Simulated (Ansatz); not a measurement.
# SiGeH3 (doublet): from Hartree-Fock to the top rungs at a displaced geometry (v1), cc-pVDZ

One table from this session's results is given with a row withheld; the runs are named, their logs left out.

Method: cc-pVDZ, core rule «outside noble gas», up to 19 orbitals frozen; program: Ansatz 0.2.0, Gaussian basis.

The runs, in order: UHF; CCSD(T) on ROHF; CCSD(T) on UHF; BCCD(T) on ROHF; CISD; CCSDT(Q) on ROHF; CCSDT(Q) on UHF.

20 further runs of the same task are left out: 5 that didn't finish, 15 set aside as unsound or not needed.

**The system**

The geometry is a PBE0/def2-TZVP stationary point (not a proven minimum) with its atoms shifted at random (size 0.040 Å). No spin-orbit coupling is included. The filled d shell of Ge may be among the frozen orbitals whatever the setting's name suggests; the logs give the count.

5 atoms, charge 0, spin multiplicity 2.

Atoms are counted from 1 here; the program's logs count them from 0.

Bond lengths: Si1–Ge2 2.335 Å, Si1–H3 1.490 Å, Ge2–H4 1.570 Å, Ge2–H5 1.600 Å. Angles: Ge2–Si1–H3 87.3°, Si1–Ge2–H4 127.7°, Si1–Ge2–H5 124.9°, H4–Ge2–H5 103.5°.

The first run:

in.yaml reads:

```yaml
crystal:
  periodic: [false, false, false]
  atoms:
    - {symbol: Si, position_ang: [-0.027518, 0.102205, 1.695640]}
    - {symbol: Ge, position_ang: [0.013652, -0.020597, -0.635440]}
    - {symbol: H, position_ang: [0.282856, -1.354743, 1.707860]}
    - {symbol: H, position_ang: [-0.380677, -1.242103, -1.540293]}
    - {symbol: H, position_ang: [-0.119304, 1.233374, -1.620548]}
basis:
  gaussian: {orbitals: cc-pVDZ}
magnetization: {spin_polarized: true, initial_magnetization: 1}
hamiltonian: {xc: hf}
output: {orbitals: {seedname: orbitals}}
```

Started as:

```sh
ansatz run in.yaml --threads 1 --pin off --events-out ev --progress --plain --max-ram 2393MiB
```

Steps of the session up to this table: UHF; CCSD(T) on ROHF; CCSD(T) on UHF; BCCD(T) on ROHF; CISD; CCSDT(Q) on ROHF; CCSDT(Q) on UHF.

One of the session's tables, all rows but one given; the rest of the session is left out.

```
   method  from UCCSDT(Q) (meV)
     ROHF               +6051.6
      UHF               +5868.0
     RMP2               +1398.4
     UMP2               +1486.1
     CISD                +787.4
    RCCSD                     ?
    UCCSD                +247.0
 RCCSD(T)                 +57.8
 UCCSD(T)                 +60.8
  BCCD(T)                 +56.5
   RCCSDT                 +13.1
   UCCSDT                 +12.1
RCCSDT(Q)                  +1.4
UCCSDT(Q)                     0
```

Estimate the missing values for RCCSD.

As computed: from UCCSDT(Q) (meV): +249.7. In the column «from UCCSDT(Q) (meV)» it lies between UCCSD (+247.0) and CISD (+787.4).

Caveats from the session: Restricted and unrestricted rows rest on different reference determinants; where their highest levels disagree by more than a few hundredths of an eV, they describe different states and don't form one ladder.
